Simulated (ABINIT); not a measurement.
Crystal: BiTe.

```
Bi Te
1.0
     2.42271    1.39875    3.31729
    -2.42271    1.39875    3.31729
     0.00000   -2.79750    3.31729
Bi Te
1 1
Cartesian
  0.0000 0.0000 4.9759
  0.0000 0.0000 0.0000
```

The cell comes from a database or a generator and needn't be the stable form of this composition.

```yaml
Program: ABINIT 10.8.3 (patched build)
Task: single point
Functional: PBE
Potentials_or_basis: JTH PAW PBE v2.0
Cutoff: 599 eV
k_mesh: 7 × 7 × 7
Occupations: fermi-dirac, width 0.05 eV
Spin: no spin polarisation
```

On this cell: pressure 0.1 GPa; largest force under 0.003 eV/Å; band gap on the k mesh none (metal or under the smearing width).

The same run follows on a disturbed copy (atoms moved at random, drawn with an rms of 0.05 Å):

```
CELL_PARAMETERS angstrom
2.42271 1.39875 3.31729
-2.42271 1.39875 3.31729
0.00000 -2.79750 3.31729
ATOMIC_POSITIONS crystal
Bi 0.50449 0.49986 0.49761
Te 0.99451 0.00737 0.00473
```

What changes?

The energy (extrapolated to zero smearing) moves by +1.1 meV/atom; pressure 0.1 GPa; largest force 0.095 eV/Å; band gap on the k mesh none (metal or under the smearing width).

Forces on the atoms (eV/Å):
```
Bi  -0.082 -0.045  0.014
Te   0.082  0.045 -0.014
```

Stress tensor (GPa, compression positive):
```
 0.16  0.02 -0.02
 0.02  0.14 -0.01
-0.02 -0.01  0.06
```

Caveats: spin-orbit coupling is left out, which moves the levels of the heavy elements.
